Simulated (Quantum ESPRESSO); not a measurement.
Wanted: the native input for a Quantum ESPRESSO 7.5 run.

```
Task                : real-space fields
Functional          : revPBE
Potentials or basis : SSSP 1.3 efficiency PBE
Cutoff              : 748 eV
Density cutoff      : 5987 eV
k mesh              : 11 × 11 × 6
Occupations         : fermi-dirac, width 0.2 eV
Spin                : no spin polarisation
Mixing beta         : 0.5
Most SCF iterations : 120
SCF threshold       : 4e-10 Ry
```

Crystal: ZnRe.

```
Zn Re
1.0
     2.74822    0.00000    0.00000
    -1.37411    2.38003    0.00000
     0.00000    0.00000    4.49407
Zn Re
1 1
Cartesian
  0.0426 0.0482 0.0212
  -0.0426 1.5385 2.2258
```

The cell comes from a database or a generator and needn't be the stable form of this composition.

The input as run:

pw.in

```
&CONTROL
  calculation = 'scf'
  prefix = 'pwscf'
  outdir = './tmp'
  pseudo_dir = './pseudo'
  tprnfor = .true.
  tstress = .true.
  disk_io = 'low'
/
&SYSTEM
  ibrav = 0
  nat = 2
  ntyp = 2
  ecutwfc = 55
  ecutrho = 440
  nbnd = 25
  input_dft = 'revpbe'
  occupations = 'smearing'
  smearing = 'fd'
  degauss = 0.01469973
/
&ELECTRONS
  conv_thr = 4d-10
  electron_maxstep = 120
  mixing_beta = 0.5
/
ATOMIC_SPECIES
Zn    65.3800 Zn_pbe_v1.uspp.F.UPF
Re   186.2070 Re_pbe_v1.2.uspp.F.UPF
CELL_PARAMETERS bohr
   5.1933799933    0.0000000000    0.0000000000
  -2.5966899966    4.4975990102    0.0000000000
   0.0000000000    0.0000000000    8.4925539260
ATOMIC_POSITIONS bohr
Zn     0.0804893921    0.0911085828    0.0401448120
Re    -0.0804894181    2.9072907724    4.2061321510
K_POINTS automatic
11 11 6 0 0 0
```

pp_density.in

```
&INPUTPP
  prefix = 'pwscf'
  outdir = './tmp'
  filplot = 'density.dat'
  plot_num = 0
/
&PLOT
  nfile = 1
  filepp(1) = 'density.dat'
  iflag = 3
  output_format = 6
  fileout = 'density.cube'
/
```

pp_potential.in

```
&INPUTPP
  prefix = 'pwscf'
  outdir = './tmp'
  filplot = 'potential.dat'
  plot_num = 11
/
&PLOT
  nfile = 1
  filepp(1) = 'potential.dat'
  iflag = 3
  output_format = 6
  fileout = 'potential.cube'
/
```

pp_potential_ks.in

```
&INPUTPP
  prefix = 'pwscf'
  outdir = './tmp'
  filplot = 'potential_ks.dat'
  plot_num = 1
/
&PLOT
  nfile = 1
  filepp(1) = 'potential_ks.dat'
  iflag = 3
  output_format = 6
  fileout = 'potential_ks.cube'
/
```

Potentials or basis: SSSP 1.3 efficiency PBE.

Run with:

```bash
$ OMP_NUM_THREADS=1 pw.x -in pw.in > pw.out
$ OMP_NUM_THREADS=1 pp.x -in pp_density.in > pp_density.out
$ OMP_NUM_THREADS=1 pp.x -in pp_potential.in > pp_potential.out
$ OMP_NUM_THREADS=1 pp.x -in pp_potential_ks.in > pp_potential_ks.out
```

Results of the run:

```
Pressure               : 1.8 GPa
Largest force          : 0.483 eV/Å
Band gap on the k mesh : none (metal or under the smearing width)
```

Caveat: the potentials were made for another functional, which shifts forces and pressure.

Wall time 3.2 min on 1 thread of Intel(R) Xeon(R) Platinum 8488C (Sapphire Rapids) (shared host), peak memory 0.52 GiB.
